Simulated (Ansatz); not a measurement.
**C₂H₅BOSi: one species, many methods**

The task here is to estimate one member of a computed series from the others.

The runs use Ansatz 0.2.0, Gaussian basis; functionals in def2-TZVPP, the program's frozen cores in correlated methods.

Plan: LDA (SPW92), PBE-D4, revPBE-D4, BLYP-D4, r2SCAN-D4, B97M-V, PBE0-D4, B3LYP-D4, r2SCANh-D4, r2SCAN0-D4, HSE06-D4, BHLYP-D4, CAM-B3LYP-D4, LC-ωPBE, ωB97X-V, ωB97M-V, B2PLYP, PBE-QIDH; CCSD(T)/def2-SVP; CCSD(T)/def2-TZVPP; MP2/def2-QZVPP; extrapolation to the limit; RPA on PBE.

## Structure used throughout

An earlier PBE0-D4 in a triple-zeta def2 set relaxation fixed the geometry.

SMILES `BO[SiH2]C#C`, 10 atoms, charge 0, spin multiplicity 1.

Atoms are counted from 1 here; the program's logs count them from 0.

Bond lengths: B1–O2 1.348 Å, B1–H6 1.204 Å, B1–H7 1.198 Å, O2–Si3 1.653 Å, Si3–C4 1.819 Å, Si3–H8 1.478 Å, Si3–H9 1.482 Å, C4–C5 1.206 Å, C5–H10 1.066 Å. Angles: O2–B1–H6 120.0°, O2–B1–H7 118.0°, H6–B1–H7 122.0°, B1–O2–Si3 131.6°, O2–Si3–C4 108.9°, O2–Si3–H8 107.7°, O2–Si3–H9 110.1°, C4–Si3–H8 109.4°, C4–Si3–H9 109.4°, H8–Si3–H9 111.3°, Si3–C4–C5 178.8°, C4–C5–H10 179.8°.

Set-up of the first run:

in.yaml

```yaml
crystal:
  periodic: [false, false, false]
  atoms:
    - {symbol: B, position_ang: [0.660855, 0.916661, 1.906802]}
    - {symbol: O, position_ang: [-0.238322, 0.206057, 1.197032]}
    - {symbol: Si, position_ang: [-0.758221, 0.343239, -0.366433]}
    - {symbol: C, position_ang: [-0.123821, -1.067132, -1.323779]}
    - {symbol: C, position_ang: [0.288667, -1.990635, -1.980213]}
    - {symbol: H, position_ang: [1.226113, 1.850181, 1.398936]}
    - {symbol: H, position_ang: [0.866975, 0.590496, 3.041027]}
    - {symbol: H, position_ang: [-2.235805, 0.303376, -0.353024]}
    - {symbol: H, position_ang: [-0.258009, 1.605725, -0.960011]}
    - {symbol: H, position_ang: [0.654666, -2.809167, -2.557338]}
basis:
  gaussian: {orbitals: def2-TZVPP}
hamiltonian: {xc: lda}
output: {orbitals: {seedname: orbitals}}
```

Run with:

```
> ansatz run in.yaml --threads 2 --pin off --events-out ev --progress --plain --max-ram 4352MiB
```

Among the steps run: LDA; PBE-D4 (GGA); revPBE-D4 (GGA); BLYP-D4 (GGA); r2SCAN-D4 (meta-GGA); B97M-V (meta-GGA); PBE0-D4 (hybrid); B3LYP-D4 (hybrid); r2SCANh-D4 (hybrid); r2SCAN0-D4 (hybrid); HSE06-D4 (hybrid); BHLYP-D4 (hybrid); CAM-B3LYP-D4 (range-separated); LC-ωPBE (range-separated); ωB97X-V (range-separated); ωB97M-V (range-separated); B2PLYP (double hybrid); PBE-QIDH (double hybrid).

One of the session's tables, all rows but one given; the rest of the session is left out.

It belongs to the step «Frontier levels by functional». 

| functional | HOMO (eV) | gap (eV) |
| --- | --- | --- |
| LDA (SPW92) | -7.10 | 5.04 |
| PBE-D4 | -7.04 | 5.26 |
| revPBE-D4 | -7.01 | 5.33 |
| BLYP-D4 | -6.98 | 5.34 |
| r2SCAN-D4 | -7.36 | 5.93 |
| B97M-V | ? | ? |
| PBE0-D4 | -8.46 | 7.68 |
| B3LYP-D4 | -8.24 | 7.23 |
| r2SCANh-D4 | -7.89 | 6.81 |
| r2SCAN0-D4 | -8.64 | 8.06 |
| HSE06-D4 | -8.06 | 6.89 |
| BHLYP-D4 | -9.54 | 9.78 |
| CAM-B3LYP-D4 | -9.84 | 10.14 |
| LC-ωPBE | -11.25 | 12.75 |
| ωB97X-V | -10.86 | 12.25 |
| ωB97M-V | -10.73 | 11.86 |

Estimate the missing values for B97M-V.

**Answer.** HOMO (eV): -7.48; gap (eV): 5.95. In the column «HOMO (eV)» it lies between r2SCANh-D4 (-7.89) and r2SCAN-D4 (-7.36).
